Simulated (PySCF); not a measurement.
# CeCl2 (Ce(Cl)2+): the cost of one run

The runs use PySCF 2.14.0; several levels, as the steps say, no spin–orbit coupling.

1 further run of the same task is left out (for a known fault of the program).

## Step 1: Where the work starts

3 atoms, charge 1, spin multiplicity 1.

Bond lengths: Ce1–Cl2 2.483 Å, Ce1–Cl3 2.483 Å. Angles: Cl2–Ce1–Cl3 108.6°.

Geometry (Å):

```xyz
3
CeCl2
Ce    0.0000    0.0000   -0.5979
Cl    2.0167    0.0000    0.8513
Cl   -2.0167    0.0000    0.8513
```

Formal oxidation states: Ce +3. Each metal's 1 4f electrons lie in its core potential, so multiplicities, spins and levels count the valence alone. An earlier session relaxed this geometry at PBE0, Ce lcecp-1-SVP with ECP47, Cl def2-SVP (singlet, point group C2v).

At PBE0 on the finer grid: E = -951.955644 Eh, HOMO -13.52 eV, LUMO -7.68 eV, Mulliken charge on Ce1 +1.36 e, largest force component 0.007 eV/Å. 

Levels to run: TPSS; CAM-B3LYP; PBE0, TZVP. Hardware: 2 threads of AMD EPYC 7B13 (Zen 3), shared host.

## Step 2: TPSS

run.py (the lines that set the calculation)

```python
mol = gto.M(atom='''
Ce     0.00000     0.00000    -0.59795
Cl     2.01671     0.00000     0.85130
Cl    -2.01671     0.00000     0.85130''',
    basis={'Ce': 'lcecp-1-SVP', 'Cl': 'def2-SVP'},
    ecp={'Ce': 'lcecp-1-SVP'},
    charge=1, spin=0)
mf = dft.RKS(mol, xc='TPSS')
mf.grids.atom_grid = (75, 302)  # f atoms: unpruned, at least (60, 302)
mf = mf.density_fit()  # fitting sets: Ce AutoAux, Cl def2-universal-JKFIT
mf.conv_tol = 1e-08; mf.max_cycle = 55
mf.kernel(dm0)  # dm0: the density of the relaxed state
```

The run is started by

```sh
OMP_NUM_THREADS=2 python run.py
```

**Question.** How long does this run take on 2 threads of AMD EPYC 7B13 (Zen 3), shared host?

About 3.2 s.
